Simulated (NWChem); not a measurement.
# quartet InSiH3OF: levels of theory compared

Wanted: a comparison of 3 runs (UHF/STO-3G, UHF/3-21G, UMP2/def2-SVP) of quartet InSiH3OF. 

The calculation is run with NWChem 7.3.0.

9 further runs of the same task are left out: 8 that didn't finish, 1 set aside as unsound or not needed.

## 1. The molecule

InSiH3OF: 7 atoms, total charge 0, spin state quartet. SMILES of the parent species: `[F][In][O][SiH3]`. The coordinates come from a PBE0-D4/def2-TZVP relaxation. This is one conformer, not always the lowest. That shape belongs to the parent species and isn't relaxed for this state.

Bond lengths: F1–In2 1.963 Å, In2–O3 1.987 Å, O3–Si4 1.637 Å, Si4–H5 1.488 Å, Si4–H6 1.490 Å, Si4–H7 1.490 Å. Angles: F1–In2–O3 115.7°, In2–O3–Si4 134.9°, O3–Si4–H5 108.3°, O3–Si4–H6 111.6°, O3–Si4–H7 111.5°, H5–Si4–H6 108.7°, H5–Si4–H7 108.7°, H6–Si4–H7 107.9°.

## 2. A single-point energy at UHF/STO-3G (run 1)

File fh3inosi.nw:

```
start fh3inosi
title "FH3InOSi energy"
memory stack 880 mb heap 220 mb global 1100 mb
geometry units angstrom noautosym nocenter noautoz
 F     -0.133500    -2.447500     1.820600
 In    -0.761200    -2.248400    -0.028200
 O     -0.475400    -0.461700    -0.849100
 Si     0.186800     0.948700    -0.346200
 H      0.075900     1.937000    -1.452700
 H     -0.518200     1.488800     0.850500
 H      1.625500     0.783000     0.005100
end
basis spherical bse
 * library STO-3G
end
scf
 quartet
 uhf
 thresh 1e-08
 maxiter 80
end
task scf
```

Started as:

```
$ nwchem fh3inosi.nw > fh3inosi.out
```

What it wrote:

```text
[...]
  functions       =    49
[...]
  wavefunction    = UHF
[...]
         Total SCF energy =  -6141.974716523679
      One electron energy =  -9393.995799085315
      Two electron energy =   2813.306883972278
 Nuclear repulsion energy =    438.714198589358
                       Sz =      1.5000
                 Sz(Sz+1) =      3.7500
                      S^2 =      3.7573
[...]
```

Run time: 47 s. Hardware: 1 thread of Intel Xeon Platinum 8488C (Sapphire Rapids), shared host; peak memory 0.098 GiB.

## 3. The energy at UHF/3-21G (run 2)

File sp.nw:

```
start sp
title "FH3InOSi"
memory stack 880 mb heap 220 mb global 1100 mb
geometry units atomic noautosym nocenter noautoz
  F     -0.25227844    -4.62510469     3.44043538
  In    -1.43845953    -4.24886022    -0.05329028
  O     -0.89837580    -0.87248655    -1.60456645
  Si     0.35300084     1.79278317    -0.65422318
  H      0.14343021     3.66039950    -2.74520514
  H     -0.97925608     2.81342425     1.60721207
  H      3.07174982     1.47965556     0.00963760
end
basis spherical bse
  F library 3-21G
  In library 3-21G
  O library 3-21G
  Si library 3-21G
  H library 3-21G
end
scf
  quartet
  uhf
  thresh 1e-08
  maxiter 80
end
task scf energy
```

Started as:

```
$ nwchem sp.nw > sp.out
```

What it wrote:

```text
[...]
  functions       =    68
[...]
  wavefunction    = UHF
[...]
         Total SCF energy =  -6177.143610099624
      One electron energy =  -9411.876226772474
      Two electron energy =   2796.018449619645
 Nuclear repulsion energy =    438.714167053205
                       Sz =      1.5000
                 Sz(Sz+1) =      3.7500
                      S^2 =      3.7584
[...]
```

It took 23 s on 1 thread of Intel Xeon Platinum 8488C (Sapphire Rapids), shared host; peak memory 0.1 GiB.

## 4. The energy at UMP2/def2-SVP (core potential) (run 3)

File sp.xyz:

```xyz
7

F     -0.133500    -2.447500     1.820600
In    -0.761200    -2.248400    -0.028200
O     -0.475400    -0.461700    -0.849100
Si     0.186800     0.948700    -0.346200
H      0.075900     1.937000    -1.452700
H     -0.518200     1.488800     0.850500
H      1.625500     0.783000     0.005100
```

File sp.nw:

```
start sp
memory 2200 mb

geometry noautosym nocenter noautoz
 load format xyz sp.xyz
end

basis "ao basis" spherical bse
 F library def2-SVP
 In library def2-SVP
 O library def2-SVP
 Si library def2-SVP
 H library def2-SVP
end

ecp bse
 In library def2-SVP
end

scf
 quartet
 uhf
 thresh 1e-08
 maxiter 80
 print low
end

mp2
 freeze core 11
 tight
end

task mp2 energy
```

Started as:

```
$ nwchem sp.nw > sp.out
```

What it wrote:

```text
[...]
  functions       =    87
[...]
  wavefunction    = UHF
[...]
         Total SCF energy =   -653.848732426731
      One electron energy =  -1454.436875369818
      Two electron energy =    562.389535004102
 Nuclear repulsion energy =    238.198607938986
                       Sz =      1.5000
                 Sz(Sz+1) =      3.7500
                      S^2 =      3.7622
[...]
          Total MP2 energy          -654.333147996076
[...]
```

It took 2.3 min on 1 thread of Intel Xeon Platinum 8488C (Sapphire Rapids), shared host; peak memory 0.24 GiB.

## 5. All runs side by side

```tsv
run	level	module	core potential	energy (Eh)	dipole moment (D)	HOMO energy (eV)	LUMO energy (eV)	wall time
1	UHF/STO-3G	scf	–	-6141.974717	5.77	-0.92	4.86	47 s
2	UHF/3-21G	scf	–	-6177.143610	6.68	-5.01	-1.40	23 s
3	UMP2/def2-SVP (core potential)	mp2	def2-SVP	-654.333148	–	–	–	2.3 min
```

## 6. What came out

| quantity | value |
| --- | --- |
| run 3: total energy | -654.33315 Eh |
| run 3: correlation energy (11 core orbitals frozen) | -484.4 mEh |
| run 3: ⟨S²⟩ of the reference determinant | 3.762 |

Some runs of one species differ in core potentials or relativity; totals across that change don't compare. In run 1 the basis is minimal, so the values are rough. In runs 1, 2 relativity is left out where basis or elements ask for it. All runs together took 3.4 min, the longest 2.3 min.
